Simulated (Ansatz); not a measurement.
**AlB₂H₇OSi: up Jacob's ladder to CCSD(T)**

One table from this session's results is given with a row withheld; the runs are named, their logs left out.

The runs use Ansatz 0.2.0, Gaussian basis; functionals in def2-TZVPP, the program's frozen cores in correlated methods.

The runs, in order: PBE-D4, r2SCAN-D4, PBE0-D4, B3LYP-D4, ωB97X-V, ωB97M-V, B2PLYP; CCSD(T)/def2-TZVPP; MP2/def2-QZVPP; extrapolation to the limit.

**The relaxed structure**

All runs share one geometry, relaxed beforehand with PBE0-D4 in a triple-zeta def2 set.

SMILES `BOB[SiH2][AlH2]`, 12 atoms, charge 0, spin multiplicity 1.

Atoms are counted from 1 here; the program's logs count them from 0.

Bond lengths: B1–O2 1.332 Å, B1–H6 1.197 Å, B1–H7 1.198 Å, O2–B3 1.334 Å, B3–Si4 2.022 Å, B3–H8 1.202 Å, Si4–Al5 2.456 Å, Si4–H9 1.492 Å, Si4–H10 1.493 Å, Al5–H11 1.589 Å, Al5–H12 1.589 Å. Angles: O2–B1–H6 118.5°, O2–B1–H7 118.3°, H6–B1–H7 123.1°, B1–O2–B3 176.2°, O2–B3–Si4 120.7°, O2–B3–H8 117.1°, Si4–B3–H8 122.1°, B3–Si4–Al5 107.6°, B3–Si4–H9 109.7°, B3–Si4–H10 110.9°, Al5–Si4–H9 109.8°, Al5–Si4–H10 110.2°, H9–Si4–H10 108.7°, Si4–Al5–H11 120.3°, Si4–Al5–H12 120.7°, H11–Al5–H12 119.0°.

Set-up of the first run:

in.yaml reads:

```yaml
crystal:
  periodic: [false, false, false]
  atoms:
    - {symbol: B, position_ang: [-0.990412, 0.259327, 2.593539]}
    - {symbol: O, position_ang: [-0.226189, 0.634100, 1.569054]}
    - {symbol: B, position_ang: [0.572527, 0.927351, 0.541916]}
    - {symbol: Si, position_ang: [1.163651, -0.510948, -0.750906]}
    - {symbol: Al, position_ang: [-0.439964, -0.541419, -2.610717]}
    - {symbol: H, position_ang: [-0.459094, -0.035736, 3.625015]}
    - {symbol: H, position_ang: [-2.178004, 0.239229, 2.439649]}
    - {symbol: H, position_ang: [0.868451, 2.082370, 0.390105]}
    - {symbol: H, position_ang: [2.528153, -0.193929, -1.265175]}
    - {symbol: H, position_ang: [1.202171, -1.845499, -0.081850]}
    - {symbol: H, position_ang: [-1.721177, -1.479517, -2.548448]}
    - {symbol: H, position_ang: [-0.243213, 0.409470, -3.868282]}
basis:
  gaussian: {orbitals: def2-TZVPP}
hamiltonian: {xc: pbe, dispersion: d4}
output: {forces: true, orbitals: {seedname: orbitals}}
```

Launch:

```bash
$ ansatz run in.yaml --threads 4 --pin off --events-out ev --progress --plain --max-ram 10444MiB
```

Steps of the session up to this table: PBE-D4 (GGA); r2SCAN-D4 (meta-GGA); PBE0-D4 (hybrid); B3LYP-D4 (hybrid); ωB97X-V (range-separated); ωB97M-V (range-separated); B2PLYP (double hybrid); CCSD(T) in def2-TZVPP; MP2 in def2-QZVPP.

One of the session's tables, all rows but one given; the rest of the session is left out.

| method | atomisation energy (kJ/mol) |
| --- | --- |
| PBE-D4 | 3961.8 |
| r2SCAN-D4 | 3971.8 |
| PBE0-D4 | ? |
| B3LYP-D4 | 3955.3 |
| ωB97X-V | 3963.1 |
| ωB97M-V | 3949.6 |
| B2PLYP | 3902.8 |
| HF/def2-TZVPP | 3045.6 |
| MP2/def2-TZVPP | 3868.4 |
| CCSD/def2-TZVPP | 3793.5 |
| CCSD(T)/def2-TZVPP | 3836.2 |
| MP2/CBS | 3960.2 |
| CCSD(T)/CBS | 3928.0 |

Q: Estimate the row for PBE0-D4 from the others.

**Answer.** atomisation energy (kJ/mol): 3923.9. In the column «atomisation energy (kJ/mol)» it lies between B2PLYP (3902.8) and CCSD(T)/CBS (3928.0).
